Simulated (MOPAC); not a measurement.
# CH7GeN (SMILES C[NH][GeH3]): PM6-D3

What is the adiabatic ionisation energy of CH7GeN at PM6-D3? 

The calculation is run with MOPAC 23.2.5.

1 further run of the same task is left out (set aside as unsound or not needed).

## (1) The molecule

CH7GeN: 10 atoms, total charge 0, spin state singlet. SMILES: `C[NH][GeH3]`. All atoms were displaced at random from a relaxed shape. The run starts from this shape.

Bond lengths: C1–N2 1.459 Å, N2–Ge3 1.831 Å, C1–H4 1.083 Å, C1–H5 1.109 Å, C1–H6 1.080 Å, N2–H7 1.024 Å, Ge3–H8 1.545 Å, Ge3–H9 1.535 Å, Ge3–H10 1.542 Å. Some angles: C1–N2–Ge3 118.3°, C1–N2–H7 111.3°, Ge3–N2–H7 112.3°, N2–C1–H4 109.4°, N2–C1–H5 114.0°, N2–C1–H6 108.1°, N2–Ge3–H8 107.8°, N2–Ge3–H9 107.1°, N2–Ge3–H10 113.5°, H4–C1–H5 108.2°.

## (2) A structure relaxation at PM6-D3

mol.mop

```
PM6-D3 PRECISE GRADIENTS DISP GNORM=0.01 CYCLES=300 AUX(PRECISION=6) T=10M THREADS=1
CH7GeN optimise

C     -0.841919 1     0.716502 1    -0.870608 1
N     -0.345951 1    -0.563305 1    -0.374388 1
Ge     0.828584 1    -0.552861 1     1.030552 1
H     -1.624026 1     0.540728 1    -1.598537 1
H     -0.063339 1     1.348222 1    -1.344035 1
H     -1.257968 1     1.261516 1    -0.035683 1
H     -0.028914 1    -1.162700 1    -1.141155 1
H      1.242647 1    -2.014840 1     1.310458 1
H      0.083219 1     0.035370 1     2.237137 1
H      2.082813 1     0.307088 1     0.776644 1
```

Launch:

```bash
mopac mol.mop
```

mol.out, cut to the lines that bear on the results:

```text
MOPAC v23.2.5
PM6-D3 CALCULATION RESULTS
[...]
 *  GNORM      - EXIT WHEN GRADIENT NORM DROPS BELOW 0.010
[...]
           Empirical Formula: C H7 N Ge  =    10 atoms
      MOLECULAR POINT GROUP   :   C1
[...]
 CYCLE:     1 TIME:   0.008 TIME LEFT: 10.00M  GRAD.:    52.342 HEAT:  17.49924
[...]
 CYCLE:    54 TIME:   0.039 TIME LEFT: 10.00M  GRAD.:     0.008 HEAT:  15.64739
[...]
     SCF FIELD WAS ACHIEVED
[...]
                              SUM =         15.64739 KCAL/MOL = FINAL HEAT OF FORMATION
          TOTAL ENERGY            =       -476.82634 EV
          ELECTRONIC ENERGY       =      -1510.37066 EV
          CORE-CORE REPULSION     =       1033.54433 EV
          COSMO AREA              =        112.27 SQUARE ANGSTROMS
          COSMO VOLUME            =        100.51 CUBIC ANGSTROMS
          GRADIENT NORM           =          0.00835          =       0.00264 PER ATOM
          IONIZATION POTENTIAL    =          8.716083 EV
          HOMO LUMO ENERGIES (EV) =         -8.716  0.922
          NO. OF FILLED LEVELS    =         10
          MOLECULAR WEIGHT        =        105.6630         POINT GROUP:  C1
[...]
                             CARTESIAN COORDINATES
   1    C       -0.840939529     0.717717061    -0.851569392
   2    N       -0.353459525    -0.600181502    -0.389779735
   3   Ge        0.849182807    -0.546870802     1.046513807
   4    H       -1.600804391     0.550350886    -1.638230520
   5    H       -0.075453479     1.392952587    -1.266114008
   6    H       -1.356475429     1.244975682    -0.029671169
   7    H        0.010866181    -1.124870967    -1.189346982
   8    H        1.142309879    -2.014495194     1.323324909
   9    H        0.061545801     0.109252260     2.172142447
  10    H        2.102240724     0.239658631     0.688919500
           Empirical Formula: C H7 N Ge  =    10 atoms
[...]
              NET ATOMIC CHARGES AND DIPOLE CONTRIBUTIONS
  ATOM NO.   TYPE          CHARGE      No. of ELECS.   s-Pop       p-Pop
    1          C          -0.308606        4.3086     1.08290     3.22571
    2          N          -0.508400        5.5084     1.61628     3.89212
    3         Ge          -0.049342        4.0493     1.19408     2.85526
    4          H           0.145764        0.8542     0.85424
    5          H           0.116264        0.8837     0.88374
    6          H           0.150068        0.8499     0.84993
    7          H           0.219214        0.7808     0.78079
    8          H           0.088484        0.9115     0.91152
    9          H           0.093181        0.9068     0.90682
   10          H           0.053374        0.9466     0.94663
 DIPOLE           X         Y         Z       TOTAL
 POINT-CHG.     0.831     0.662     0.550     1.196
 HYBRID         0.546     0.313    -0.788     1.008
 SUM            1.377     0.975    -0.238     1.704
[...]
 * JOB ENDED NORMALLY *
[...]
```

Wall time 0.34 s (1 thread of AMD EPYC 7B13 (Zen 3), shared host).

Steps, from the record of the run:

```tsv
step	energy from the first frame kept (eV)	largest force (eV/Å)
0	0.0000	1.2216
3	-0.0697	0.3407
6	-0.0755	0.2702
9	-0.0792	0.0647
12	-0.0795	0.0196
15	-0.0797	0.0140
18	-0.0798	0.0079
21	-0.0798	0.0097
24	-0.0799	0.0103
27	-0.0800	0.0162
30	-0.0800	0.0079
33	-0.0801	0.0040
36	-0.0801	0.0040
39	-0.0801	0.0050
42	-0.0802	0.0090
45	-0.0802	0.0076
48	-0.0803	0.0037
51	-0.0803	0.0005
53	-0.0803	0.0002
```

After the run. Bond lengths: C1–N2 1.479 Å, N2–Ge3 1.874 Å, C1–H4 1.106 Å, C1–H5 1.102 Å, C1–H6 1.104 Å, N2–H7 1.023 Å, Ge3–H8 1.522 Å, Ge3–H9 1.522 Å, Ge3–H10 1.522 Å. Some angles: C1–N2–Ge3 115.2°, C1–N2–H7 109.3°, Ge3–N2–H7 112.6°, N2–C1–H4 108.3°, N2–C1–H5 115.8°, N2–C1–H6 110.3°, N2–Ge3–H8 103.6°, N2–Ge3–H9 104.3°, N2–Ge3–H10 111.3°, H4–C1–H5 107.6°.

## (3) The doublet cation: a structure relaxation at PM6-D3

mol.mop

```
PM6-D3 DOUBLET CYCLES=300 GNORM=0.05 DISP CHARGE=1 UHF AUX(PRECISION=6) T=10M THREADS=1
CH7GeN charge 1

C -0.840940 1 0.717717 1 -0.851569 1
N -0.353460 1 -0.600182 1 -0.389780 1
Ge 0.849183 1 -0.546871 1 1.046514 1
H -1.600804 1 0.550351 1 -1.638231 1
H -0.075453 1 1.392953 1 -1.266114 1
H -1.356475 1 1.244976 1 -0.029671 1
H 0.010866 1 -1.124871 1 -1.189347 1
H 1.142310 1 -2.014495 1 1.323325 1
H 0.061546 1 0.109252 1 2.172142 1
H 2.102241 1 0.239659 1 0.688920 1
```

Launch:

```bash
mopac mol.mop
```

mol.out:

```text
MOPAC v23.2.5
PM6-D3 CALCULATION RESULTS

 *  PM6-D3     - CORRECT DISPERSION USING D3 METHOD
 *  DOUBLET    - SPIN STATE DEFINED AS A DOUBLET
 *  UHF        - UNRESTRICTED HARTREE-FOCK CALCULATION
 *
 *
 *
 *                 CHARGE ON SYSTEM = +1
 *
 *
 *
 *  THREADS=1  - MULTI-THREADING NOT USED
 *  CYCLES=    - DO A MAXIMUM OF 300 STEPS
 *  GNORM      - EXIT WHEN GRADIENT NORM DROPS BELOW 0.050
 *  AUX        - OUTPUT AUXILIARY INFORMATION
 *  DISP       - PRINT DISPERSION AND HYDROGEN BOND ENERGIES
PM6-D3 DOUBLET CYCLES=300 GNORM=0.05 DISP CHARGE=1 UHF AUX(PRECISION=6) T=10M THREADS=1
 CH7GeN charge 1

   ATOM   CHEMICAL          X               Y               Z
  NUMBER   SYMBOL      (ANGSTROMS)     (ANGSTROMS)     (ANGSTROMS)

     1       C         -0.84094000  *   0.71771700  *  -0.85156900  *
     2       N         -0.35346000  *  -0.60018200  *  -0.38978000  *
     3      Ge          0.84918300  *  -0.54687100  *   1.04651400  *
     4       H         -1.60080400  *   0.55035100  *  -1.63823100  *
     5       H         -0.07545300  *   1.39295300  *  -1.26611400  *
     6       H         -1.35647500  *   1.24497600  *  -0.02967100  *
     7       H          0.01086600  *  -1.12487100  *  -1.18934700  *
     8       H          1.14231000  *  -2.01449500  *   1.32332500  *
     9       H          0.06154600  *   0.10925200  *   2.17214200  *
    10       H          2.10224100  *   0.23965900  *   0.68892000  *

          CARTESIAN COORDINATES

    NO.       ATOM           X           Y           Z

     1         C         -0.8409      0.7177     -0.8516
     2         N         -0.3535     -0.6002     -0.3898
     3        Ge          0.8492     -0.5469      1.0465
     4         H         -1.6008      0.5504     -1.6382
     5         H         -0.0755      1.3930     -1.2661
     6         H         -1.3565      1.2450     -0.0297
     7         H          0.0109     -1.1249     -1.1893
     8         H          1.1423     -2.0145      1.3233
     9         H          0.0615      0.1093      2.1721
    10         H          2.1022      0.2397      0.6889

           Empirical Formula: C H7 N Ge  =    10 atoms

      MOLECULAR POINT GROUP   :   C1

 DOUBLET STATE CALCULATION

          UHF CALCULATION, NO. OF ALPHA ELECTRONS =   10
                           NO. OF BETA  ELECTRONS =    9

          Geometry optimization using EF

          DIAGONAL MATRIX USED AS START HESSIAN

 CYCLE:     1 TIME:   0.008 TIME LEFT: 10.00M  GRAD.:   111.668 HEAT:  202.6128
 CYCLE:     2 TIME:   0.008 TIME LEFT: 10.00M  GRAD.:    87.466 HEAT:  197.1599
 CYCLE:     3 TIME:   0.000 TIME LEFT: 10.00M  GRAD.:    47.134 HEAT:  191.6939
 CYCLE:     4 TIME:   0.008 TIME LEFT: 10.00M  GRAD.:    40.743 HEAT:  190.4656
 CYCLE:     5 TIME:   0.000 TIME LEFT: 10.00M  GRAD.:    31.781 HEAT:  189.2917
 CYCLE:     6 TIME:   0.000 TIME LEFT: 10.00M  GRAD.:    27.110 HEAT:  188.5387
 CYCLE:     7 TIME:   0.062 TIME LEFT: 10.00M  GRAD.:    31.655 HEAT:  188.2848
 CYCLE:     8 TIME:   0.000 TIME LEFT: 10.00M  GRAD.:    14.748 HEAT:  187.8297
 CYCLE:     9 TIME:   0.000 TIME LEFT: 10.00M  GRAD.:    10.085 HEAT:  187.6625
 CYCLE:    10 TIME:   0.008 TIME LEFT: 10.00M  GRAD.:     6.964 HEAT:  187.5064
[... 110 lines of further cycles ...]
 CYCLE:   121 TIME:   0.008 TIME LEFT:  9.99M  GRAD.:     0.185 HEAT:  186.8616
 CYCLE:   122 TIME:   0.000 TIME LEFT:  9.99M  GRAD.:     0.158 HEAT:  186.8615
 CYCLE:   123 TIME:   0.000 TIME LEFT:  9.99M  GRAD.:     0.167 HEAT:  186.8614
 CYCLE:   124 TIME:   0.000 TIME LEFT:  9.99M  GRAD.:     2.252 HEAT:  186.8633
 CYCLE:   125 TIME:   0.008 TIME LEFT:  9.99M  GRAD.:     0.265 HEAT:  186.8603
 CYCLE:   126 TIME:   0.000 TIME LEFT:  9.99M  GRAD.:     0.176 HEAT:  186.8596
 CYCLE:   127 TIME:   0.000 TIME LEFT:  9.99M  GRAD.:     0.145 HEAT:  186.8595
 CYCLE:   128 TIME:   0.000 TIME LEFT:  9.99M  GRAD.:     0.085 HEAT:  186.8595
 CYCLE:   129 TIME:   0.000 TIME LEFT:  9.99M  GRAD.:     0.090 HEAT:  186.8595
 CYCLE:   130 TIME:   0.008 TIME LEFT:  9.99M  GRAD.:     0.036 HEAT:  186.8595

     GRADIENT =  0.03629 IS LESS THAN CUTOFF =  0.05000

 -------------------------------------------------------------------------------
 PM6-D3 DOUBLET CYCLES=300 GNORM=0.05 DISP CHARGE=1 UHF AUX(PRECISION=6) T=10M THREADS=1
 CH7GeN charge 1

     GEOMETRY OPTIMISED USING EIGENVECTOR FOLLOWING (EF).
     SCF FIELD WAS ACHIEVED

                              PM6-D3 CALCULATION

          FINAL HEAT OF FORMATION =        186.85945 KCAL/MOL =     781.81996 KJ/MOL

          TOTAL ENERGY            =     -10824.18398 KCAL/MOL = ELECTRONIC ENERGY + CORE-CORE REPULSION
          ENERGY OF ATOMS         =      11012.83093 KCAL/MOL
                              SUM =        188.64694 KCAL/MOL
          DISPERSION ENERGY       =         -1.28756 KCAL/MOL
          MM CORRECTION FOR >N-   =         -0.49993 KCAL/MOL
                              SUM =        186.85945 KCAL/MOL = FINAL HEAT OF FORMATION

          TOTAL ENERGY            =       -469.38104 EV
          ELECTRONIC ENERGY       =      -1497.05965 EV
          CORE-CORE REPULSION     =       1027.67860 EV
          COSMO AREA              =        113.84 SQUARE ANGSTROMS
          COSMO VOLUME            =        101.47 CUBIC ANGSTROMS

          GRADIENT NORM           =          0.03629          =       0.01147 PER ATOM
          IONIZATION POTENTIAL    =         16.355160 EV
          ALPHA SOMO LUMO (EV)    =        -16.355 -5.842
          BETA  SOMO LUMO (EV)    =        -16.748 -6.508
          NO. OF ALPHA ELECTRONS  =         10
          NO. OF BETA  ELECTRONS  =          9
          MOLECULAR WEIGHT        =        105.6630         POINT GROUP:  C1

          MOLECULAR DIMENSIONS (Angstroms)

            Atom       Atom       Distance
            H     8    H     5     4.78720
            H    10    H     4     3.65290
            H     7    H     9     3.36916

          SCF CALCULATIONS        =        147

          WALL-CLOCK TIME         =      0.383 SECONDS
          COMPUTATION TIME        =      0.317 SECONDS

   ATOM   CHEMICAL          X               Y               Z
  NUMBER   SYMBOL      (ANGSTROMS)     (ANGSTROMS)     (ANGSTROMS)

     1       C         -0.95072769  *   0.67814308  *  -0.86142109  *
     2       N          0.04655903  *  -0.31131294  *  -0.58211245  *
     3      Ge          0.82305962  *  -0.61098637  *   1.14061029  *
     4       H         -1.98582448  *   0.23333387  *  -0.81302565  *
     5       H         -0.88121114  *   1.11107085  *  -1.89017555  *
     6       H         -0.96642190  *   1.53338753  *  -0.14609176  *
     7       H          0.31948551  *  -0.87075714  *  -1.40236120  *
     8       H          0.69445181  *  -2.12038527  *   1.27087929  *
     9       H         -0.02683003  *   0.21888919  *   2.08428322  *
    10       H          2.24006016  *  -0.10384771  *   0.90996357  *

                             CARTESIAN COORDINATES

   1    C       -0.950727685     0.678143077    -0.861421093
   2    N        0.046559028    -0.311312945    -0.582112449
   3   Ge        0.823059621    -0.610986366     1.140610285
   4    H       -1.985824479     0.233333873    -0.813025652
   5    H       -0.881211142     1.111070854    -1.890175549
   6    H       -0.966421903     1.533387531    -0.146091762
   7    H        0.319485513    -0.870757137    -1.402361197
   8    H        0.694451812    -2.120385273     1.270879294
   9    H       -0.026830032     0.218889192     2.084283217
  10    H        2.240060161    -0.103847707     0.909963568

           Empirical Formula: C H7 N Ge  =    10 atoms

      MOLECULAR POINT GROUP   :   C1

          ALPHA EIGENVALUES
 -37.20620 -29.48294 -25.09161 -22.98005 -21.48234 -20.48769 -18.20957 -17.78952
 -16.79858 -16.35516  -5.84158  -2.66195  -2.12322  -2.06646  -1.65910  -0.67215
  -0.38003   0.05088   0.61561

           BETA EIGENVALUES
 -35.55058 -28.83082 -24.74375 -22.51809 -20.12423 -19.91913 -17.81765 -16.85803
 -16.74796  -6.50819  -5.22678  -2.21924  -2.00467  -1.95623  -1.37819  -0.41756
  -0.19108   0.27855   0.67015

              NET ATOMIC CHARGES AND DIPOLE CONTRIBUTIONS

  ATOM NO.   TYPE          CHARGE      No. of ELECS.   s-Pop       p-Pop
    1          C          -0.445000        4.4450     1.09985     3.34515
    2          N          -0.080374        5.0804     1.53304     3.54733
    3         Ge           0.263065        3.7369     1.21682     2.52011
    4          H           0.248746        0.7513     0.75125
    5          H           0.228531        0.7715     0.77147
    6          H           0.226233        0.7738     0.77377
    7          H           0.269317        0.7307     0.73068
    8          H           0.096753        0.9032     0.90325
    9          H           0.090971        0.9090     0.90903
   10          H           0.101758        0.8982     0.89824
 DIPOLE           X         Y         Z       TOTAL
 POINT-CHG.    -1.715     0.840    -2.489     3.138
 HYBRID        -0.236    -0.060    -0.915     0.947
 SUM           -1.952     0.780    -3.404     4.001

          ATOMIC ORBITAL ELECTRON POPULATIONS

     Atom    s        px        py        pz
    1  C   1.09985   1.04598   1.06596   1.23321
    2  N   1.53304   1.13130   1.13272   1.28331
    3 Ge   1.21682   0.91764   0.99946   0.60302
    4  H   0.75125
    5  H   0.77147
    6  H   0.77377
    7  H   0.73068
    8  H   0.90325
    9  H   0.90903
   10  H   0.89824

                    (SZ)    =    0.500000
                    (S**2)  =    0.765535

          ATOMIC ORBITAL SPIN POPULATIONS

    Atom   Total    s     px     py     pz
         Atomic
    1  C -0.0544 -0.010 -0.023 -0.014 -0.007
    2  N  1.0400  0.057  0.483  0.404  0.095
    3 Ge -0.1014 -0.006 -0.027 -0.014 -0.053
    4  H  0.0638  0.064
    5  H  0.0211  0.021
    6  H  0.0123  0.012
    7  H -0.0492 -0.049
    8  H  0.0247  0.025
    9  H  0.0031  0.003
   10  H  0.0400  0.040

 *                    *
 * JOB ENDED NORMALLY *
 *                    *

 TOTAL JOB TIME:             0.38 SECONDS

 == MOPAC DONE ==
```

Run time: 0.49 s. Hardware: 1 thread of AMD EPYC 7B13 (Zen 3), shared host.

Steps, from the record of the run:

```tsv
step	energy from the first frame kept (eV)	largest force (eV/Å)
0	0.0000	3.6435
6	-0.6213	0.9045
12	-0.6709	0.1307
18	-0.6756	0.0172
24	-0.6758	0.0061
30	-0.6759	0.0089
36	-0.6762	0.0127
42	-0.6771	0.0284
48	-0.6795	0.0235
54	-0.6807	0.0297
60	-0.6814	0.0907
66	-0.6817	0.0137
72	-0.6822	0.0026
78	-0.6823	0.0687
84	-0.6826	0.0504
90	-0.6828	0.0023
96	-0.6829	0.0023
102	-0.6829	0.0054
108	-0.6829	0.0017
114	-0.6829	0.0048
120	-0.6830	0.0036
126	-0.6831	0.0034
129	-0.6831	0.0006
```

After the run. Bond lengths: C1–N2 1.432 Å, N2–Ge3 1.913 Å, C1–H4 1.128 Å, C1–H5 1.118 Å, C1–H6 1.115 Å, N2–H7 1.030 Å, Ge3–H8 1.520 Å, Ge3–H9 1.517 Å, Ge3–H10 1.523 Å. Some angles: C1–N2–Ge3 124.5°, C1–N2–H7 113.9°, Ge3–N2–H7 121.6°, N2–C1–H4 111.0°, N2–C1–H5 113.8°, N2–C1–H6 114.5°, N2–Ge3–H8 101.4°, N2–Ge3–H9 104.3°, N2–Ge3–H10 100.9°, H4–C1–H5 104.4°.

## (4) Results

Level: PM6-D3.

```
                                                               quantity           value
                                 run 1, PM6-D3: total energy at the end    -17.52304 Eh
                                           run 1, PM6-D3: dipole moment          1.70 D
                                             run 1, PM6-D3: HOMO energy        -8.72 eV
                                             run 1, PM6-D3: LUMO energy         0.92 eV
                                           run 1, PM6-D3: HOMO–LUMO gap         9.64 eV
                                       run 1, PM6-D3: dispersion energy    -5.43 kJ/mol
                                       run 1, PM6-D3: heat of formation   15.6 kcal/mol
                                doublet cation: total energy at the end    -17.24944 Eh
                             doublet cation: HOMO energy (over α and β)       -16.36 eV
                             doublet cation: LUMO energy (over α and β)        -6.51 eV
                                      doublet cation: dispersion energy    -5.39 kJ/mol
                                      doublet cation: heat of formation  186.9 kcal/mol
                                                   doublet cation: ⟨S²⟩           0.766
adiabatic ionisation energy (to the doublet cation, no zero-point term)        7.424 eV
```

What this shows: The adiabatic ionisation energy (to the doublet cation, no zero-point term) is 7.42 eV (171 kcal/mol). The optimisation (run 1, PM6-D3) took 53 steps and changed the energy by -0.080 eV. The optimisation (doublet cation) took 129 steps and changed the energy by -0.683 eV.
